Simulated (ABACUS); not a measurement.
Set up this calculation in ABACUS 3.10.1, as the native input.

```yaml
Task: single point
Functional: PBE
Potentials_or_basis: PseudoDojo NC SR 0.4.1 PBE standard
Cutoff: 1075 eV
Density_cutoff: 4299 eV
Basis: plane waves
k_mesh: 8 × 8 × 7
Occupations: fermi-dirac, width 0.05 eV
Spin: no spin polarisation
Radial_cutoff_of_the_potentials_pseudo_rcut: 7 bohr
SCF_threshold_on_the_density: 1e-08
Max_SCF_steps: 100
Eigensolver: dav
Mixing: broyden
Mixing_share: 0.7
Symmetry_key: 1
Bands: 17
```

Crystal: HfGe.

```xyz
2
Lattice="3.2197 0.0000 0.0000 0.0000 3.2197 0.0000 0.0000 0.0000 4.1084" Properties=species:S:1:pos:R:3 pbc="T T T"
Hf    1.6173    1.6301    0.0639
Ge    0.0365    0.0373    0.0258
```

The cell was built by a generator and needn't be a form met in nature.

The cell isn't the ideal one: atoms moved at random, drawn with an rms of 0.05 Å.

These files were run (other wordings do the same):

INPUT

```
INPUT_PARAMETERS
suffix              HfGe
calculation         scf
basis_type          pw
pseudo_dir          ./
symmetry            1
dft_functional      pbe
ecutwfc             79
pseudo_rcut         7
nspin               1
nbands              17
ks_solver           dav
smearing_method     fd
smearing_sigma      0.00367493
scf_thr             1e-08
scf_nmax            100
mixing_type         broyden
mixing_beta         0.7
cal_force           1
cal_stress          1
kpar                4
```

STRU

```
ATOMIC_SPECIES
Hf 178.4900 Hf.upf
Ge 72.6300 Ge.upf

LATTICE_CONSTANT
1.8897261246

LATTICE_VECTORS
3.2196660000 0.0000000000 0.0000000000
0.0000000000 3.2196660000 0.0000000000
0.0000000000 0.0000000000 4.1084277000

ATOMIC_POSITIONS
Direct

Hf
0.0
1
0.5023330000 0.5062830000 0.0155640000 1 1 1

Ge
0.0
1
0.0113240000 0.0115750000 0.0062720000 1 1 1
```

KPT

```
K_POINTS
0
Gamma
8 8 7 0 0 0
```

Potentials or basis: PseudoDojo NC SR 0.4.1 PBE standard, plane waves.

Command:

```sh
$ OMP_NUM_THREADS=1 mpirun -np 4 abacus > log
```

It gave:

The pressure is 62.0 GPa and the largest force is 1.422 eV/Å. The band gap on the k mesh is none (metal or under the smearing width).

Caveat: the cell as given lies far from equilibrium.

Wall time 46 s on 4 MPI ranks on Intel(R) Xeon(R) 6975P-C (Granite Rapids) (shared host), peak memory 0.6 GiB a rank.
